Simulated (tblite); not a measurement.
# CH4AlNO3: the cost of one run

Computed with tblite 0.8.0 and PySCF 2.14.0; each step states its level. No surroundings beyond the atoms listed, unless a continuum is named. Atoms count from 0, parts from 1.

## 1. Starting point

10 atoms, charge 0, multiplicity 1; geometry: distance geometry start.

## 2. Geometry optimisation with GFN2-xTB

What the job is given:

```
{"job": {"kind": "relax", "xc": "GFN2-xTB", "basis": "xTB"}, "charge": 0, "multiplicity": 1}
C     -1.648536    -1.205696     2.125228
O     -2.069311    -0.359498     1.101831
Al    -1.096291     1.039940     0.370024
O      0.692788     1.145268     0.922085
O     -1.405298     1.404204    -1.437459
N     -0.994849    -2.058557     3.044298
H      1.015617     1.683348     1.649895
H     -2.157938     1.958845    -1.765273
H     -0.912589    -3.049725     2.763574
H     -0.174325    -1.684991     3.561392
```

With the program's defaults for keys left out, this is: GFN2-xTB geometry optimisation, gas phase.

The run is started by

```
OMP_NUM_THREADS=1 python cluster_run.py task.json out
```

One launch serves the whole session: the jobs run in the order shown.

Q: Estimate the wall time of this first job on 1 thread of Arm Neoverse N1, shared host.

About 1.3 s.
